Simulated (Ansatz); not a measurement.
# LaY4F: the cost of one run

Method: DFT PBE, scalar-relativistic, plane waves, PAW, in Ansatz 0.2.0.

## (1) The structure to begin with

The structure is cubic, space group F-43m (No. 216). Conventional cell: a = 8.223 Å, b = 8.223 Å, c = 8.223 Å, α = 90.00°, β = 90.00°, γ = 90.00°. Around La (site symmetry -43m) lie 4 Y at 1.46 Å. Around Y (site symmetry 3m) lie 1 La at 1.46 Å. F (site symmetry -43m) is surrounded by 12 Y at 3.48 Å.

As a file:

```cif
data_structure
_symmetry_space_group_name_H-M 'F-43m'
_symmetry_Int_Tables_number 216
_cell_length_a 8.2234
_cell_length_b 8.2234
_cell_length_c 8.2234
_cell_angle_alpha 90.000
_cell_angle_beta 90.000
_cell_angle_gamma 90.000
_cell_volume 556.11
loop_
_atom_site_label
_atom_site_type_symbol
_atom_site_symmetry_multiplicity
_atom_site_Wyckoff_symbol
_atom_site_fract_x
_atom_site_fract_y
_atom_site_fract_z
_atom_site_occupancy
La1 La 4 b 0.50000 0.00000 0.00000 1
Y1 Y 16 e 0.60242 0.10242 0.89758 1
F1 F 4 a 0.00000 0.00000 0.00000 1
```

A structure generator made this guess: species swapped into a database cell of RbBH4 (F-43m, No. 216), with F on the Rb sites, La on the B sites and Y on the H sites. Lengths come from tabulated atomic sizes and are only a guess.

## (2) The guess as it stands, on a coarse mesh

File input.yaml:

```yaml
crystal:
  lattice:
    - [0.0, 4.11171225, 4.11171225]
    - [4.11171225, 0.0, 4.11171225]
    - [4.11171225, 4.11171225, 0.0]
  atoms:
    - { symbol: La, position: [0.5, 0.5, 0.5] }
    - { symbol: "Y", position: [0.19275439, 0.6024152, 0.6024152] }
    - { symbol: "Y", position: [0.6024152, 0.6024152, 0.6024152] }
    - { symbol: "Y", position: [0.6024152, 0.19275439, 0.6024152] }
    - { symbol: "Y", position: [0.6024152, 0.6024152, 0.19275439] }
    - { symbol: F, position: [0.0, 0.0, 0.0] }
basis:
  ecutwfc: 420
kpoints:
  mp_grid: { grid: [4, 4, 4] }
hamiltonian:
  xc: pbe
scf:
  occupations: { method: gaussian, width: 0.1 }
  lower_state_search: "off"
output:
  forces: true
  stress: true
  eigenvalues: true
```

On the command line:

```console
ansatz run input.yaml --threads 1 --pin off --max-ram 2560MiB --backend cpu --events-out ev --progress --plain --runs-dir out
```

Q: Estimate wall time and peak memory on 1 thread of Arm Neoverse V2, shared host.

About 25 s, with a peak of 0.38 GiB.
